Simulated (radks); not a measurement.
# The Coulomb parameter U of the 3d shell of Ti⁺

The task here is to estimate one member of a computed series from the others.

The numbers are computed with radks (a radial shooting solver on a logarithmic mesh, Libxc functionals) version 1 (scalar-relativistic Kohn-Sham, PBE, spin-unpolarised, spherical densities, finite nucleus), except any that are marked as measured or tabulated.

## The system

| Property | Result |
| --- | --- |
| element | titanium (Z = 22) |
| charge | +1 |
| electrons | 21 |
| configuration | [Ar] 3d2 4s1 |
| nuclear rms radius | 3.5921 fm |

The outer shells:

Ti⁺
```
[Ar] core
3d [↑ ][↑ ][  ][  ][  ]
4s [↑ ]
```

Set-up of the first run:

The run's settings:

```text
Z 22
configuration [Ar] 3d2 4s1
relativity scalar-relativistic
functional pbe,pbe
spin unpolarised
nucleus finite rms 3.5921 fm
c 137.035999084
```

Steps of the session up to this table: Start: [Ar] 3d2 4s1.

One of the session's tables, all rows but one given; the rest of the session is left out.

It belongs to the step «Start: [Ar] 3d2 4s1». Sizes of the orbitals, from the radial functions (bohr):

| level | <r> | outermost maximum (interpolated) | 90 % within | nodes |
| --- | --- | --- | --- | --- |
| 1s | 0.06959 | 0.0455 | 0.124 | 0 |
| 2s | 0.3249 | 0.269 | 0.505 | 1 |
| 2p | ? | ? | ? | ? |
| 3s | 1.007 | 0.870 | 1.51 | 2 |
| 3p | 1.086 | 0.902 | 1.67 | 1 |
| 3d | 1.519 | 0.979 | 2.65 | 0 |
| 4s | 3.190 | 2.75 | 4.72 | 3 |

Estimate the missing values for 2p.

The run gave: <r>: 0.2899; outermost maximum (interpolated): 0.220; 90 % within: 0.477; nodes: 0. In the column «<r>» it lies between 1s (0.06959) and 2s (0.3249).
